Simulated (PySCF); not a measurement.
# CH₄F₂SeSi: electronic excitations

What electronic excitations should CH₄F₂SeSi (`FC(F)[SiH2][SeH]`) show?

Computed with PySCF 2.14.0, with density-fitted response routines of our own, on a single molecule in the gas phase. Atoms are numbered from 0 throughout.

### 1 Starting geometry

9 atoms, charge 0, multiplicity 1; geometry from: GFN2-xTB.

Bonds of the start (Å): F0–C1 1.36, C1–F2 1.36, C1–Si3 1.94, Si3–Se4 2.27, C1–H5 1.10, Si3–H6 1.46, Si3–H7 1.46, Se4–H8 1.44.

### 2 Excited states and response: B3LYP/def2-SVPD

Job settings and geometry (Å):

```
{"job": {"kind": "uv", "xc": "B3LYP", "basis": "def2-SVPD", "nstates": 8, "ntriplets": 3}, "charge": 0, "multiplicity": 1}
F     -0.868091    -1.476982     0.462419
C     -1.034694    -0.296027    -0.201449
F     -2.167415     0.262601     0.294959
Si     0.482015     0.869707     0.116937
Se     2.318426    -0.414181    -0.214040
H     -1.230569    -0.548516    -1.252523
H      0.359981     1.348551     1.489273
H      0.442099     1.917275    -0.894450
H      1.711810    -1.656433     0.173693
```

Level: TDDFT B3LYP/def2-SVPD, vertical, gas phase, core orbitals frozen in the response.

The run is started by

```
$ OMP_NUM_THREADS=1 python probes_run.py task.json out
```

One launch serves the whole session: the jobs run in the order shown.

What will the session give for the following? lowest singlet (B3LYP/def2-SVPD); brightest single state of those computed; lowest triplet. Wanted: lowest singlet; brightest single state of those computed; lowest triplet.

The runs gave:

| quantity | value |
| --- | --- |
| lowest singlet (B3LYP/def2-SVPD) | 5.25 eV (236 nm), f = 0.016 |
| brightest single state of those computed | state 6, 6.96 eV, f = 0.034 |
| lowest triplet | 4.87 eV |

In words: The first singlet state (HOMO→LUMO 0.97) lies at 5.25 eV and is weak; of the 8 states computed, the strongest absorption comes from states 7 to 8 together at 7.26 eV (the last computed, so partners may be missing). The lowest triplet lies 0.38 eV below the lowest singlet (triplets in Tamm-Dancoff, singlets in full TDDFT).
